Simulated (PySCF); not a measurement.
# One shape, several levels: InF (SMILES [F][In])

We compute a comparison of 6 runs (M06-2X/STO-6G, PBE/STO-6G, SVWN5/STO-6G, r2SCAN/STO-6G, CCSDT(Q)/STO-6G, CCSDT/STO-6G) of InF. 

The calculation is run with PySCF 2.14.0.

14 further runs of the same task are left out: 6 that didn't finish, 8 set aside as unsound or not needed.

**1. The molecule**

InF: 2 atoms, total charge 0, spin state singlet. SMILES: `[F][In]`. The F1–In2 distance was set to 2.990 Å, away from the relaxed value.

**2. A single-point energy at M06-2X/STO-6G (run 1)**

Input file calc.py:

```python
from pyscf import gto, dft

molecule = gto.Mole()
molecule.atom = '''
F    0.000000   0.000000  -0.980920
In   0.000000   0.000000   2.009580
'''
molecule.max_memory = 1860
molecule.basis = 'sto-6g'
molecule.charge = 0
molecule.verbose = 3
molecule.build()

myscf = dft.RKS(molecule)
myscf.xc = 'm06-2x'
myscf.conv_tol = 1e-10
myscf.grids.level = 5
myscf.kernel()
if not myscf.converged:
    myscf = myscf.newton().run(myscf.mo_coeff, myscf.mo_occ)

etot = myscf.e_tot
print(f'total energy: {etot:.8f} hartree')
```

Launch:

```bash
$ OMP_NUM_THREADS=1 python calc.py
```

Log:

```text
converged SCF energy = -5814.02190505121
total energy: -5814.02190505 hartree
```

Run time: 5.1 s. Hardware: 1 thread of AMD EPYC 9R45 (Zen 5), shared host; peak memory 0.23 GiB.

**3. A single-point energy at PBE/STO-6G (run 2)**

Input file run.py:

```python
from pyscf import gto, dft

mol = gto.M(
    atom='F 0.000000 0.000000 -0.980920; In -0.000000 -0.000000 2.009580',
    verbose=3,
    basis='sto-6g',
    max_memory=1860,
)

mf = dft.RKS(mol)
mf.xc = 'pbe'
mf.grids.level = 5
mf.conv_tol = 1e-10
mf.kernel()
if not mf.converged:
    mf = mf.newton().run(mf.mo_coeff, mf.mo_occ)

e_final = mf.e_tot
print('E(%s) = %.9f' % ('PBE', e_final))
```

Launch:

```bash
$ OMP_NUM_THREADS=1 python run.py
```

Log:

```text
SCF not converged.
SCF energy = -5813.21149227306
converged SCF energy = -5813.21149227962
E(PBE) = -5813.211492280
```

Wall time 4.8 s (1 thread of AMD EPYC 9R45 (Zen 5), shared host); peak memory 0.24 GiB.

**4. A single-point energy at SVWN5/STO-6G (run 3)**

Input file job.py:

```python
from pyscf import gto, dft

molecule = gto.M(
    atom=[
    ('F', (0.000000, 0.000000, -0.980920)),
    ('In', (-0.000000, -0.000000, 2.009580)),
],
    verbose=3,
    max_memory=1860,
    spin=0,
    basis='sto-6g',
)

mf = dft.RKS(molecule)
mf.xc = 'svwn'
mf.conv_tol = 1e-10
mf.grids.level = 5
mf.kernel()
if not mf.converged:
    mf = mf.newton().run(mf.mo_coeff, mf.mo_occ)

etot = mf.e_tot
print(f'total energy: {etot:.8f} hartree')
```

Launch:

```bash
$ OMP_NUM_THREADS=1 python job.py
```

Log:

```text
converged SCF energy = -5807.50735647472
total energy: -5807.50735647 hartree
```

Wall time 2.9 s (1 thread of AMD EPYC 9R45 (Zen 5), shared host); peak memory 0.16 GiB.

Runs 4 to 5 aren't shown in full; the table further down has their settings and results.

**5. The energy at CCSDT/STO-6G (run 6)**

Input file run.py:

```python
from pyscf import gto, scf, cc

molecule = gto.M(
    atom=[
    ('F', (0.000000, 0.000000, -0.980920)),
    ('In', (-0.000000, -0.000000, 2.009580)),
],
    verbose=3,
    max_memory=1860,
    basis='sto-6g',
)

mf = scf.RHF(molecule)
mf.conv_tol = 1e-10
mf.kernel()
if not mf.converged:
    mf = mf.newton().run(mf.mo_coeff, mf.mo_occ)

mycc = cc.CCSDT(mf, frozen=19)
mycc.kernel()
e_final = mycc.e_tot
print('E(%s) = %.9f' % ('CCSDT', e_final))
```

Launch:

```bash
$ OMP_NUM_THREADS=1 python run.py
```

Log:

```text
converged SCF energy = -5811.37101536822
_make_eris_incore_RCCSDT

WARN: A large `blksize` is being used, which may cause large memory consumption
      for storing contraction intermediates. If memory is sufficient, consider using
      `pyscf.cc.rccsdt_highm.RCCSDT` instead.

RCCSDT converged
E(RCCSDT) = -5811.5065224988   E_corr = -0.1355071305834082
E_corr(same-spin) = -0.00368300513395446
E_corr(oppo-spin) = -0.131824125449454
E(CCSDT) = -5811.506522499
```

It took 2.1 s on 1 thread of AMD EPYC 9R45 (Zen 5), shared host; peak memory 0.11 GiB.

**6. Overview of the runs**

```tsv
run	level	integration grid	frozen core orbitals	energy (Eh)	dipole moment (D) of the reference	HOMO energy (eV)	LUMO energy (eV)	wall time
1	M06-2X/STO-6G	5	–	-5814.021905	3.55	-1.92	2.33	5.1 s
2	PBE/STO-6G	5	–	-5813.211492	2.55	0.29	1.11	4.8 s
3	SVWN5/STO-6G	5	–	-5807.507356	2.41	0.12	0.93	2.9 s
4	r2SCAN/STO-6G	5	–	-5814.036531	3.08	0.22	1.13	6.6 s
5	CCSDT(Q)/STO-6G	–	19	-5811.509578	4.64	-2.60	5.08	2.8 s
6	CCSDT/STO-6G	–	19	-5811.506522	4.64	-2.60	5.08	2.1 s
```

**7. Results**

```
                                           quantity           value
                                run 6: total energy  -5811.50652 Eh
        run 6: dipole moment (Hartree–Fock density)          4.64 D
         run 6: HOMO energy (Hartree–Fock orbitals)        -2.60 eV
         run 6: LUMO energy (Hartree–Fock orbitals)         5.08 eV
       run 6: HOMO–LUMO gap (Hartree–Fock orbitals)         7.68 eV
run 6: correlation energy (19 core orbitals frozen)      -135.5 mEh
                               run 6: T1 diagnostic           0.057
```

What this shows: Over runs 1, 2, 3, 4 the dipole moment (its size) runs from 2.41 D (SVWN5/STO-6G) to 3.55 D (M06-2X/STO-6G). Over runs 1, 2, 3, 4 the HOMO–LUMO gap runs from 0.80 eV (SVWN5/STO-6G) to 4.26 eV (M06-2X/STO-6G). Totals of different functionals can't be ranked against each other. In runs 1, 2, 3, 4, 5, 6 the basis is minimal, so the values are rough. In runs 1, 2, 3, 4, 5, 6 relativity is left out where basis or elements ask for it. All runs together took 24 s, the longest 6.6 s.
